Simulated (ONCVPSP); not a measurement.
# An ONCV potential for Cu, from input to tests

Aim: build the potential from the settings below, then test how well it stands in for the atom: other configurations, scattering, ghost states and the plane-wave cutoff that it needs.

Method: ONCVPSP 4.0.1.1 (patched build), PBEsol, scalar-relativistic.

### 1 The atom and the settings

Typed settings, in words:

```json
{"element": "copper (Cu, Z = 29)", "type": "optimised norm-conserving Vanderbilt (ONCV)", "frozen core": "[Ne]", "valence charge": "19", "reference configuration": "3s2 3p6 3d10 4s1", "partial waves": "3s+4s: rc 1.00 bohr, ncon 4, nbas 7, qcut 13.3 1/bohr, 2 projectors; 3p: rc 0.85 bohr, ncon 4, nbas 7, qcut 13.2 1/bohr, 3 projectors, debl 3.6 Ha; 3d: rc 1.30 bohr, ncon 3, nbas 7, qcut 11.5 1/bohr, 2 projectors, debl 2.4 Ha", "local potential": "polynomial inside 0.85 bohr (lpopt 5, dvloc0 4 Ha)", "core correction": "Teter function, fcfact 4.5, rcfact 1.3"}
```

### 2 Generation

Cu.dat

```
# ATOM AND REFERENCE CONFIGURATION
# atsym  z   nc   nv     iexc    psfile
  Cu 29.00    3    4  -116133      upf
#
#   n    l    f
    1    0    2.00
    2    0    2.00
    2    1    6.00
    3    0    2.00
    3    1    6.00
    3    2   10.00
    4    0    1.00
#
# PSEUDOPOTENTIAL AND OPTIMIZATION
# lmax
    2
#
#   l,   rc,      ep,       ncon, nbas, qcut
    0    1.00    0.00    4    7   13.30
    1    0.85    0.00    4    7   13.20
    2    1.30    0.00    3    7   11.50
#
# LOCAL POTENTIAL
# lloc, lpopt,  rc(5),   dvloc0
    4    5    0.85    4.00
#
# VANDERBILT-KLEINMAN-BYLANDER PROJECTORs
# l, nproj, debl
    0    2    3.80
    1    3    3.60
    2    2    2.40
#
# MODEL CORE CHARGE
# icmod, fcfact, rcfact
    3    4.50    1.30
#
# LOG DERIVATIVE ANALYSIS
# epsh1, epsh2, depsh
   -6.00    5.00    0.04
#
# OUTPUT GRID
# rlmax, drl
    6.00    0.01
#
# TEST CONFIGURATIONS
# ncnf
    4
# nvcnf
#   n    l    f
    4
    3    0    2.00
    3    1    6.00
    3    2   10.00
    4    0    0.00
#
    4
    3    0    2.00
    3    1    6.00
    3    2    9.00
    4    0    0.00
#
    4
    3    0    2.00
    3    1    6.00
    3    2    8.00
    4    0    0.00
#
    4
    3    0    2.00
    3    1    5.00
    3    2   10.00
    4    0    1.00
#
```

Started as:

```
$ oncvpsp.x < Cu.dat > Cu.out
```

Q: Predict the outcome of this session. Wanted: cutoffs for 1 and 0.1 mHa per electron, occupied waves; bound ghosts; GHOST(+) flags; largest miss of a reference level; largest test error; largest phase difference near zero energy, channels read; rms error of d²Exc/dn², without and with the model core.

As calculated:

```
                                                quantity                                             value
  cutoffs for 1 and 0.1 mHa per electron, occupied waves                                   61 Ha and 78 Ha
                                            bound ghosts                                        none found
                                          GHOST(+) flags                                        s at 46 eV
                       largest miss of a reference level                                       66 meV (3s)
                            largest test error (AE − PS)  -115 meV, for 3s2 3p5 3d10 4s1 (1 test unsolved)
largest phase difference near zero energy, channels read                                         0.001 rad
 rms error of d²Exc/dn², without and with the model core                                 1.61 and 0.63 mHa
```

**Reading.** Already in the reference configuration the 3s level is off by 66 meV. The worst unpolarised test, 3s2 3p5 3d10 4s1, is off by 115 meV on 79.4 eV; by total energies transferability rates as fair for so large an energy. That test lies far up in energy; among those under 40 eV, nearer to bonding, the largest error is 23 meV. Of the tests 1 gave no usable energy difference, which is a warning in itself. By its cutoff, 61 Ha for the looser tolerance, it is hard. No bound ghost shows below the valence levels. Near zero energy the phases of the channels with partial waves agree within 0.001 rad. The program also flags highly localised states, GHOST(+) (s).
